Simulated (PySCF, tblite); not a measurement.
# C9H14O: geometry, infrared bands and NMR shifts

Aim: predict the infrared bands and NMR shifts of C9H14O (`C=C[C@@]12CC[C@@H](C1)[C@H]2OC`).

Computed with tblite 0.8.0 and PySCF 2.14.0, with density-fitted response routines of our own, on a single molecule in the gas phase. Atoms count from 0, in the outputs and in this text.

## (1) The molecule as given

24 atoms, charge 0, multiplicity 1; geometry from: force field or distance geometry start.

Bonds of the start (Å): C0–C1 1.33, C1–C2 1.45, C2–C3 1.48, C3–C4 1.54, C4–C5 1.50, C5–C6 1.53, C5–C7 1.53, C7–O8 1.38, O8–C9 1.40, C6–C2 1.52, C7–C2 1.53, C0–H10 1.09, C0–H11 1.08, C1–H12 1.11, C3–H13 1.10, C3–H14 1.10, C4–H15 1.08, C4–H16 1.11, C5–H17 1.07, C6–H18 1.09, C6–H19 1.10, C7–H20 1.10, C9–H21 1.11, C9–H22 1.13, C9–H23 1.11.

## (2) Optimising the geometry with GFN2-xTB

Job settings and geometry (Å):

```
{"job": {"kind": "relax", "xc": "GFN2-xTB", "basis": "xTB"}, "charge": 0, "multiplicity": 1}
C     -2.262300     1.709100    -0.292000
C     -1.326400     1.178900     0.481700
C     -0.653700    -0.067900     0.189600
C     -1.027700    -1.335400     0.852300
C      0.100600    -2.227200     0.306000
C      0.632600    -1.282200    -0.727800
C     -0.561500    -0.495400    -1.269400
C      0.875700    -0.056500     0.147700
O      1.422900     0.974900    -0.581600
C      2.443700     1.613300     0.124000
H     -2.754700     2.646200    -0.039000
H     -2.572500     1.203200    -1.195200
H     -1.091100     1.761500     1.399800
H     -2.000100    -1.735900     0.529700
H     -0.966300    -1.243700     1.951100
H     -0.261400    -3.177800    -0.054900
H      0.872600    -2.295200     1.093900
H      1.401100    -1.592400    -1.402700
H     -0.272600     0.354400    -1.895000
H     -1.394000    -1.121200    -1.629700
H      1.275900    -0.260400     1.147500
H      2.056000     2.034100     1.078600
H      2.746300     2.503200    -0.506400
H      3.305000     0.932100     0.299400
```

Started as:

```bash
OMP_NUM_THREADS=1 python probes_run.py task.json out
```

This one command runs all jobs of the session in turn.

**Question.** This job is followed by: GFN2-xTB harmonic vibrations, gas phase; GIAO PBE0/pcSseg-1 NMR shielding, non-relativistic, gas phase. Predict these results of the whole session: strongest single infrared mode (GFN2-xTB); zero-point energy (GFN2-xTB); 13C shifts against TMS (PBE0/pcSseg-1); 1H shifts against TMS (PBE0/pcSseg-1, means over atoms taken as alike); 17O shifts against H2O (PBE0/pcSseg-1); surface potential, 1st and 99th percentile.

The runs gave:

```
                                                              quantity                                                                       value
                             strongest single infrared mode (GFN2-xTB)                                                        3010 cm⁻¹, 98 km/mol
                                          zero-point energy (GFN2-xTB)                                                              130.5 kcal/mol
                                13C shifts against TMS (PBE0/pcSseg-1)                  148.6, 121.2, 95.0, 60.0, 59.7, 43.7, 35.5, 34.4, 27.9 ppm
1H shifts against TMS (PBE0/pcSseg-1, means over atoms taken as alike)  6.43, 5.46, 5.32, 3.55, 3.23, 2.60, 2.14, 1.71, 1.65, 1.59, 1.51, 1.04 ppm
                                17O shifts against H2O (PBE0/pcSseg-1)                                                                    34.0 ppm
                                 surface potential, 1st and 99th percentile                                                          -1.40 V and 0.67 V
```

Over 173 steps the energy fell by 0.731 eV; of the close pairs, C2–C3 changed most, 1.478 to 1.538 Å. No mode is imaginary among the 66: a minimum at this level. GFN2-xTB is a fitted tight-binding method: band positions and strengths are rough. Its intensities can rank the bands wrongly. C1 (alkene CH) lies farthest downfield among carbon, at 148.6 ppm; an sp2 carbon of a C=C bond. The most deshielded hydrogen is H12 (hydrogen on an alkene CH), at 6.43 ppm: olefinic region. At PBE0/pcSseg-1: The widest tensor belongs to C1: span 238 ppm, with a paramagnetic part of -212 ppm.
